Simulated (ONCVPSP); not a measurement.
# Chlorine: generating and testing an ONCV potential

Aim: build the potential from the settings below, then test how well it stands in for the atom: other configurations, scattering, ghost states and the plane-wave cutoff that it needs.

The numbers are computed with ONCVPSP 4.0.1 (BLYP, scalar-relativistic, spin-unpolarised reference atom).

3 further runs of the same task are left out: 3 set aside as unsound or not needed.

**1. The design**

Typed settings, in words:

| Item | Value |
| --- | --- |
| element | chlorine (Cl, Z = 17) |
| type | optimised norm-conserving Vanderbilt (ONCV) |
| frozen core | [Ne] |
| valence charge | 7 |
| reference configuration | 3s2 3p5 |
| partial waves | 3s: rc 1.15 bohr, ncon 3, nbas 7, qcut 6.4 1/bohr, 2 projectors, debl 0.6 Ha; 3p: rc 1.55 bohr, ncon 4, nbas 7, qcut 5.1 1/bohr, 2 projectors, debl 3.4 Ha; d scattering state at 0.04 Ha: rc 1.20 bohr, ncon 4, nbas 7, qcut 8.9 1/bohr, 2 projectors, debl 1.3 Ha |
| local potential | polynomial inside 1.05 bohr (lpopt 5, dvloc0 6 Ha) |
| core correction | Teter function, fcfact 4.75, rcfact 1.7 |

The outer shells as boxes (Hund's rule for the drawing; the calculation is spin-unpolarised):

```
[Ne] core
3s [↑↓]
3p [↑↓][↑↓][↑ ]
```

The nodes and maxima of the atom's own shells, from an earlier all-electron run, set the scale for the radii.

All-electron outer shells of the reference configuration (BLYP, scalar-relativistic, ld1.x):

| shell | level (eV) | outermost node (bohr) | outermost maximum (bohr) |
| --- | --- | --- | --- |
| 2s | -252.59 | 0.12 | 0.36 |
| 2p | -191.73 | – | 0.30 |
| 3s | -20.54 | 0.55 | 1.27 |
| 3p | -8.46 | 0.53 | 1.43 |

**2. The generation run**

The input, Cl.dat:

```
# ATOM AND REFERENCE CONFIGURATION
# atsym  z   nc   nv     iexc    psfile
  Cl 17.00    3    2  -106131      upf
#
#   n    l    f
    1    0    2.00
    2    0    2.00
    2    1    6.00
    3    0    2.00
    3    1    5.00
#
# PSEUDOPOTENTIAL AND OPTIMIZATION
# lmax
    2
#
#   l,   rc,      ep,       ncon, nbas, qcut
    0    1.15    0.00    3    7    6.40
    1    1.55    0.00    4    7    5.10
    2    1.20    0.04    4    7    8.90
#
# LOCAL POTENTIAL
# lloc, lpopt,  rc(5),   dvloc0
    4    5    1.05    6.00
#
# VANDERBILT-KLEINMAN-BYLANDER PROJECTORs
# l, nproj, debl
    0    2    0.60
    1    2    3.40
    2    2    1.30
#
# MODEL CORE CHARGE
# icmod, fcfact, rcfact
    3    4.75    1.70
#
# LOG DERIVATIVE ANALYSIS
# epsh1, epsh2, depsh
   -2.00    5.00    0.02
#
# OUTPUT GRID
# rlmax, drl
    6.00    0.01
#
# TEST CONFIGURATIONS
# ncnf
    4
# nvcnf
#   n    l    f
    2
    3    0    2.00
    3    1    4.00
#
    2
    3    0    2.00
    3    1    3.00
#
    2
    3    0    2.00
    3    1    2.00
#
    2
    3    0    2.00
    3    1    1.00
#
```

Launch:

```sh
$ oncvpsp.x < Cl.dat > Cl.out
```

Before running it: what results should come out? Wanted: cutoffs for 1 and 0.1 mHa per electron, occupied waves; bound ghosts; GHOST(+) flags; largest test error; largest phase difference near zero energy, channels read; rms error of d²Exc/dn², without and with the model core; projector energies reset by the program.

**Answer**, as computed:

| quantity | value |
| --- | --- |
| cutoffs for 1 and 0.1 mHa per electron, occupied waves | 16 Ha and 28 Ha |
| bound ghosts | none found |
| GHOST(+) flags | none at low energy |
| largest test error (AE − PS) | -166 meV, for 3s2 3p1 |
| largest phase difference near zero energy, channels read | 0.000 rad |
| rms error of d²Exc/dn², without and with the model core | 2.17 and 2.37 mHa |
| projector energies reset by the program | s: -0.755, 0.250 Ha |

In words: The worst unpolarised test, 3s2 3p1, is off by 166 meV on 129.3 eV; by total energies transferability rates as fair for so large an energy. That test lies far up in energy; among those under 40 eV, nearer to bonding, the largest error is 23 meV. The potential is soft on the atom at that tolerance: the looser tolerance needs 16 Ha. At the looser tolerance the 3s wave is the slowest; 3p needs 8 Ha. No bound ghost shows below the valence levels. Near zero energy the phases of the channels with partial waves agree within 0.001 rad. All of this concerns the isolated atom, not yet a solid.
